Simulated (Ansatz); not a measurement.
# C₄H₉ClFGa: basis-set convergence

How large a basis does C₄H₉ClFGa need? Two functionals are run in growing sets.

Computed with Ansatz 0.2.0, Gaussian basis. Level: one geometry, several basis sets.

The runs, in order: PBE0-D4/def2-SVP; ωB97M-V/def2-SVP; PBE0-D4/def2-QZVPP; ωB97M-V/def2-QZVPP; the functionals' def2-TZVPP values are taken from earlier runs.

## Step 1: Structure used throughout

All runs share one geometry, relaxed beforehand with PBE0-D4/def2-TZVP.

16 atoms, charge 0, spin multiplicity 1.

Atoms are counted from 1 here; the program's logs count them from 0.

Bond lengths: C1–C2 1.526 Å, C1–H8 1.098 Å, C1–H9 1.093 Å, C1–H10 1.093 Å, C2–C3 1.522 Å, C2–C4 1.527 Å, C2–Ga5 1.979 Å, C3–H11 1.093 Å, C3–H12 1.097 Å, C3–H13 1.093 Å, C4–H14 1.094 Å, C4–H15 1.098 Å, C4–H16 1.093 Å, Ga5–F6 1.756 Å, Ga5–Cl7 2.140 Å. Angles: C2–C1–H8 109.3°, C2–C1–H9 112.2°, C2–C1–H10 112.3°, H8–C1–H9 107.6°, H8–C1–H10 107.2°, H9–C1–H10 108.1°, C1–C2–C3 110.7°, C1–C2–C4 109.8°, C1–C2–Ga5 108.1°, C3–C2–C4 110.5°, C3–C2–Ga5 110.1°, C4–C2–Ga5 107.6°, C2–C3–H11 112.2°, C2–C3–H12 109.5°, C2–C3–H13 112.2°, H11–C3–H12 107.6°, H11–C3–H13 107.6°, H12–C3–H13 107.5° and more.

## Step 2: PBE0-D4 in def2-SVP

in.yaml reads:

```yaml
crystal:
  periodic: [false, false, false]
  atoms:
    - {symbol: C, position_ang: [0.467489, 0.604587, 1.348249]}
    - {symbol: C, position_ang: [0.016103, -0.044025, 0.042311]}
    - {symbol: C, position_ang: [1.067725, -1.021531, -0.464016]}
    - {symbol: C, position_ang: [-1.318378, -0.756775, 0.252415]}
    - {symbol: Ga, position_ang: [-0.274277, 1.390975, -1.289140]}
    - {symbol: F, position_ang: [-1.320726, 2.752629, -0.923415]}
    - {symbol: Cl, position_ang: [0.552250, 1.517698, -3.259261]}
    - {symbol: H, position_ang: [0.583658, -0.169932, 2.117309]}
    - {symbol: H, position_ang: [-0.258581, 1.331771, 1.719739]}
    - {symbol: H, position_ang: [1.432723, 1.108649, 1.248547]}
    - {symbol: H, position_ang: [0.774117, -1.492582, -1.405185]}
    - {symbol: H, position_ang: [1.212257, -1.819334, 0.275498]}
    - {symbol: H, position_ang: [2.036000, -0.540457, -0.622607]}
    - {symbol: H, position_ang: [-1.673662, -1.249369, -0.657008]}
    - {symbol: H, position_ang: [-1.196651, -1.535634, 1.016308]}
    - {symbol: H, position_ang: [-2.100056, -0.076640, 0.600266]}
basis:
  gaussian: {orbitals: def2-SVP}
hamiltonian: {xc: pbe0, dispersion: d4}
output: {orbitals: {seedname: orbitals}}
```

On the command line:

```
$ ansatz run in.yaml --threads 2 --pin off --events-out ev --progress --plain --max-ram 22528MiB --backend cpu
```

Further steps of the session: ωB97M-V in def2-SVP; PBE0-D4 in def2-QZVPP; ωB97M-V in def2-QZVPP.

Q: Predict the results of all the runs planned. Wanted: PBE0-D4: double and triple zeta above quadruple; ωB97M-V: double and triple zeta above quadruple.

As calculated:

| quantity | value |
| --- | --- |
| PBE0-D4: double and triple zeta above quadruple | 20.98, 1.95 eV |
| ωB97M-V: double and triple zeta above quadruple | 21.20, 1.88 eV |

For PBE0-D4 the step from double to triple zeta gains 19.03 eV and the next only 1.95 eV. These are total energies; as a rule much of such shifts cancels in differences, which this series doesn't test.
